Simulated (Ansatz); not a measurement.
This script makes a test of the smearing width of WC, space group Fm-3m with Ansatz's Python interface.

Script `wc.py`:
```python
# -*- coding: utf-8 -*-
"""How the energy of WC depends on the smearing."""

import warnings

import ansatz as az


def main():
    warnings.simplefilter("ignore", az.DeckWarning)

    wc = (
        az.Lattice.of([0.0, 2.19268, 2.19268], [2.19268, 0.0, 2.19268], [2.19268, 2.19268, 0.0])
        .atom("W", [0.0, 0.0, 0.0])
        .atom("C", [0.5, 0.5, 0.5])
    )

    calculation = wc.calculation()
    calculation = calculation.functional(az.Functional.R2SCAN)
    calculation = calculation.basis(650).kpoints(13)
    calculation = calculation.stress()

    rows = []
    for value in [0.3, 0.2, 0.1, 0.05]:
        report = calculation.occupations("gaussian", width=value).run(threads=1, pin="off").report
        rows.append((value, report["free_energy_ev"] / len(report["lattice"]["sites"]), report["n_iterations"], sum(report["stress_gpa"][i][i] for i in range(3)) / 3, report["n_kpoints"]))

    print("  width (eV)   F/atom (eV)    iterations       P (GPa)      k-points")
    for row in rows:
        print(f"{str(row[0]):>12s}  {row[1]:12.5f}  {row[2]:12d}  {row[3]:12.3f}  {row[4]:12d}")

    # the last row is the reference
    for row in rows[:-1]:
        shift = 1000 * (row[1] - rows[-1][1])
        print(f"{row[0]}: {shift:+.2f} meV/atom" + ("  (within 2 meV)" if abs(shift) < 2 else ""))


if __name__ == "__main__":
    main()
```

How much does the free energy per atom change between the narrowest and the widest smearing, and why?

Going from 0.05 to 0.3 eV changes F by -9.8 meV an atom. With this scheme F falls roughly as the square of the width; the report's estimate for zero width (energy_sigma0_ev) moves by only +0.4 meV. The pressure moves from -5.34 to -5.08 GPa.

What the script printed:

```console
$ python wc.py
  width (eV)   F/atom (eV)    iterations       P (GPa)      k-points
         0.3   -5324.17999             7        -5.081            84
         0.2   -5324.17413             7        -5.231            84
         0.1   -5324.17087             8        -5.327            84
        0.05   -5324.17015             8        -5.337            84
0.3: -9.84 meV/atom
0.2: -3.98 meV/atom
0.1: -0.72 meV/atom  (within 2 meV)
```

The free energy holds a sizeable smearing term, which stands for no physical temperature. The narrowest width needs the finest mesh, so the last row is no converged reference. Pressure is positive in compression. Spin-orbit coupling, which matters for elements this heavy, is left out. At these settings the cell as given stands under about -5 GPa, so it isn't at this functional's equilibrium volume. This cell is a computed structure, which may not be the phase found in nature. Finished in 22 s on 1 thread of Intel(R) Xeon(R) Processor @ 2.30GHz, with other jobs on the host, peak memory 0.6 GiB.
